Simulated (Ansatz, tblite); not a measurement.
**In10Sb11 wurtzite ring sphere (In10Sb11H28+): one state, many levels**

An exercise on one series of results from a longer session: the logs are not shown, and one member is left open.

Computed with Ansatz 0.2.0, Gaussian basis. Level: as each input shows.

Plan: GFN1-xTB, GFN2-xTB, PBE-D4/def2-SVP, r2SCAN-D4/def2-SVP, revPBE-D4/def2-SVP, B97M-V/def2-SVP, r2SCAN-D4/def2-mTZVP, MP2/def2-SVP, RPA/def2-SVP.

4 further runs of the same task are left out: 2 for a known fault of the program, 2 set aside as unsound or not needed.

### The geometry

The geometry is that of the singlet, from an earlier relaxation (PBE-D4/def2-SVP).

49 atoms, charge 1, spin multiplicity 1.

Bond lengths: Sb1–In2 2.993 Å, Sb1–In6 2.863 Å, Sb1–H22 1.718 Å, Sb1–H23 1.718 Å, In2–Sb8 2.879 Å, In2–H24 1.733 Å, In2–H25 1.733 Å, Sb3–In4 2.993 Å, Sb3–In7 2.847 Å, Sb3–H26 1.717 Å, Sb3–H27 1.717 Å, In4–Sb9 2.916 Å, In4–H28 1.727 Å, In4–H29 1.728 Å, Sb5–In6 2.881 Å, Sb5–In7 2.898 Å, Sb5–H30 1.720 Å, Sb5–H31 1.714 Å and more. Angles: In2–Sb1–In6 128.0°, In2–Sb1–H22 112.1°, In2–Sb1–H23 112.1°, In6–Sb1–H22 102.0°, In6–Sb1–H23 102.0°, H22–Sb1–H23 95.3°, Sb1–In2–Sb8 98.6°, Sb1–In2–H24 101.2°, Sb1–In2–H25 101.1°, Sb8–In2–H24 108.2°, Sb8–In2–H25 108.2°, H24–In2–H25 133.4°, In4–Sb3–In7 118.4°, In4–Sb3–H26 115.2°, In4–Sb3–H27 115.7°, In7–Sb3–H26 103.2°, In7–Sb3–H27 105.2°, H26–Sb3–H27 96.1° and more.

In, Sb take a core potential in the def2 sets. No spin-orbit coupling is included. The ion is computed in the gas phase, without counter-ions or solvent.

PBE0-D4/def2-SVP was run before; its log isn't repeated, and its numbers join the tables.

The first run:

Tight binding, by tblite at 300 K electronic temperature and without a spin-polarisation term:

```python
tblite.interface.Calculator('GFN1-xTB', numbers, positions, charge=1, uhf=0).singlepoint()
```

Tight binding, by tblite at 300 K electronic temperature and without a spin-polarisation term:

```python
tblite.interface.Calculator('GFN2-xTB', numbers, positions, charge=1, uhf=0).singlepoint()
```

start.molden holds the orbitals of an earlier run on this state, given as this run's starting guess.

File in.yaml:

```yaml
crystal:
  periodic: [false, false, false]
  atoms:
    - {symbol: Sb, position_ang: [-3.044569, -1.757002, -4.035829]}
    - {symbol: In, position_ang: [-3.543580, -2.040437, -1.098590]}
    - {symbol: Sb, position_ang: [1.117658, -4.561573, 0.107373]}
    - {symbol: In, position_ang: [1.186690, -4.936786, 3.075968]}
    - {symbol: Sb, position_ang: [1.204481, -1.838186, -3.820462]}
    - {symbol: In, position_ang: [-0.835901, -0.479759, -5.334817]}
    - {symbol: In, position_ang: [1.218986, -1.909384, -0.923100]}
    - {symbol: Sb, position_ang: [-1.191706, -0.689647, -0.131543]}
    - {symbol: Sb, position_ang: [1.249704, -2.045249, 3.449859]}
    - {symbol: In, position_ang: [-1.166160, -0.677295, 2.746621]}
    - {symbol: Sb, position_ang: [-0.990850, 1.964142, -3.816629]}
    - {symbol: In, position_ang: [-1.041620, 2.009157, -0.919009]}
    - {symbol: Sb, position_ang: [-3.389076, 3.245848, 0.113670]}
    - {symbol: Sb, position_ang: [-1.142096, 2.098250, 3.453070]}
    - {symbol: In, position_ang: [-3.677366, 3.491211, 3.082584]}
    - {symbol: Sb, position_ang: [3.476373, -0.443697, -0.107352]}
    - {symbol: In, position_ang: [3.710099, -0.818602, 2.743371]}
    - {symbol: In, position_ang: [3.214111, 1.854970, -1.862012]}
    - {symbol: Sb, position_ang: [1.356895, 3.230776, -0.104126]}
    - {symbol: Sb, position_ang: [3.295375, 1.897615, 3.625620]}
    - {symbol: In, position_ang: [1.150043, 3.616461, 2.747222]}
    - {symbol: H, position_ang: [-3.114180, -3.266951, -4.851613]}
    - {symbol: H, position_ang: [-4.388105, -1.070558, -4.856790]}
    - {symbol: H, position_ang: [-3.317783, -3.744598, -0.882737]}
    - {symbol: H, position_ang: [-4.900034, -0.983663, -0.885721]}
    - {symbol: H, position_ang: [-0.246482, -5.239301, -0.684671]}
    - {symbol: H, position_ang: [2.297329, -5.436178, -0.782149]}
    - {symbol: H, position_ang: [-0.415083, -5.485503, 3.418360]}
    - {symbol: H, position_ang: [2.779795, -5.557861, 3.325125]}
    - {symbol: H, position_ang: [1.105872, -3.465326, -4.370454]}
    - {symbol: H, position_ang: [2.769871, -1.530576, -4.447689]}
    - {symbol: H, position_ang: [-0.634597, -0.361740, -7.048871]}
    - {symbol: H, position_ang: [1.295880, -1.856122, 5.160959]}
    - {symbol: H, position_ang: [-2.563858, -1.484268, 3.411206]}
    - {symbol: H, position_ang: [-2.450692, 2.691737, -4.363678]}
    - {symbol: H, position_ang: [0.056460, 3.167211, -4.444399]}
    - {symbol: H, position_ang: [-4.657991, 2.403763, -0.678943]}
    - {symbol: H, position_ang: [-3.557299, 4.705668, -0.774280]}
    - {symbol: H, position_ang: [-0.953771, 2.041729, 5.163956]}
    - {symbol: H, position_ang: [-4.954035, 2.379335, 3.425812]}
    - {symbol: H, position_ang: [-3.416985, 5.181113, 3.332233]}
    - {symbol: H, position_ang: [4.719316, -1.433887, -0.768402]}
    - {symbol: H, position_ang: [5.235693, -1.494377, 3.220965]}
    - {symbol: H, position_ang: [2.095027, 1.210461, -3.070702]}
    - {symbol: H, position_ang: [4.696280, 2.710131, -2.102633]}
    - {symbol: H, position_ang: [1.119740, 4.802988, -0.763109]}
    - {symbol: H, position_ang: [3.190966, 1.835605, 5.337969]}
    - {symbol: H, position_ang: [4.782174, 2.755773, 3.565489]}
    - {symbol: H, position_ang: [1.328302, 5.274683, 3.227577]}
basis:
  gaussian: {orbitals: def2-SVP, fitting: {mean_field: def2-universal-jkfit}, initial_orbitals: start.molden}
total_charge: 1
hamiltonian: {xc: pbe, dispersion: d4}
scf: {omitted_lower_state_checks: [starts]}
output: {forces: true, orbitals: {seedname: orbitals}}
```

The run is started by

```sh
ansatz run in.yaml --threads 4 --pin off --events-out ev --progress --plain --max-ram 66560MiB --backend cuda --devices 0, --max-vram 37GiB
```

Steps of the session up to this table: PBE-D4/def2-SVP; r2SCAN-D4/def2-SVP; revPBE-D4/def2-SVP; B97M-V/def2-SVP; r2SCAN-D4/def2-mTZVP; MP2/def2-SVP; RPA/def2-SVP.

One of the session's tables, all rows but one given; the rest of the session is left out.

```
               level  HOMO (eV)  LUMO (eV)  gap (eV)
     PBE-D4/def2-SVP      -7.86      -5.31      2.56
  revPBE-D4/def2-SVP          ?          ?         ?
  r2SCAN-D4/def2-SVP      -8.08      -5.19      2.89
r2SCAN-D4/def2-mTZVP      -8.14      -5.26      2.88
     B97M-V/def2-SVP      -8.16      -5.15      3.01
    PBE0-D4/def2-SVP      -8.69      -4.68      4.01
```

Q: Estimate the row for revPBE-D4/def2-SVP from the others.

The run gave: HOMO (eV): -7.82; LUMO (eV): -5.22; gap (eV): 2.60. In the column «HOMO (eV)» it is the highest.
